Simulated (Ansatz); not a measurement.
# Na4TiO3: the cost of one run

Computed with Ansatz 0.2.0 (DFT PBE, scalar-relativistic, plane waves, PAW, unless a step names another level, unless a step's input says otherwise).

3 further runs of the same task are left out: 1 that didn't finish, 2 set aside as unsound or not needed.

## Step 1: Starting point

The structure is tetragonal, space group P4/mmm (No. 123). Conventional cell: a = 4.120 Å, b = 4.120 Å, c = 7.527 Å, α = 90.00°, β = 90.00°, γ = 90.00°. Na (site symmetry mmm) has 2 O at 2.06 Å as nearest neighbours. Na (site symmetry 4mm) has 5 O at 2.37 to 2.49 Å as nearest neighbours. Ti (site symmetry 4/mmm) has 4 O at 2.06 Å as nearest neighbours. Around O (site symmetry mmm) lie 2 Ti at 2.06 Å and 4 Na at 2.49 Å. O (site symmetry 4/mmm) has 6 Na at 2.06 to 2.37 Å as nearest neighbours.

Structure file:

```
Na Ti O
1.0
     4.12024    0.00000    0.00000
     0.00000    4.12024    0.00000
     0.00000    0.00000    7.52688
Na Ti O
4 1 3
Cartesian
  0.0000 2.0601 3.7634
  2.0601 0.0000 3.7634
  2.0601 2.0601 1.3962
  2.0601 2.0601 6.1306
  0.0000 0.0000 0.0000
  0.0000 2.0601 0.0000
  2.0601 0.0000 0.0000
  2.0601 2.0601 3.7634
```

It came out lowest among 21 distinct ends of the trial cells. At a tolerance of 0.05 Å it has space group P4/mmm (No. 123).

## Step 2: Relaxing to 0.001 eV/Å, on the response runs' mesh and smearing

Contents of input.yaml:

```yaml
crystal:
  lattice:
    - [4.1202386024, 0.0, 0.0]
    - [0.0, 4.1202386024, 0.0]
    - [0.0, 0.0, 7.5268845659]
  atoms:
    - { symbol: Na, position: [0.0, 0.5, 0.5] }
    - { symbol: Na, position: [0.5, 0.0, 0.5] }
    - { symbol: Na, position: [0.5, 0.5, 0.1855012533] }
    - { symbol: Na, position: [0.5, 0.5, 0.8144987467] }
    - { symbol: Ti, position: [0.0, 0.0, 0.0] }
    - { symbol: O, position: [0.0, 0.5, 0.0] }
    - { symbol: O, position: [0.5, 0.0, 0.0] }
    - { symbol: O, position: [0.5, 0.5, 0.5] }
basis:
  ecutwfc: 420
kpoints:
  mp_grid: { grid: [8, 8, 4] }
hamiltonian:
  xc: pbe
scf:
  occupations: { method: gaussian, width: 0.1 }
output:
  forces: true
  stress: true
  eigenvalues: true
  write_density: true
  write_potential: true
  elf: true
  volumetric_format: npy
relax:
  adjacent_minimum: "off"
  f_tol: 0.001
  max_steps: 60
  cell: { stress_tol: 0.01 }
```

Command:

```sh
$ ansatz run input.yaml --threads 3 --pin off --max-ram 7680MiB --backend cpu --events-out ev --progress --plain --runs-dir out
```

What time and memory should one allow on 3 threads of Intel Xeon at 2.70GHz, shared host?

About 30 s, with a peak of 0.58 GiB.
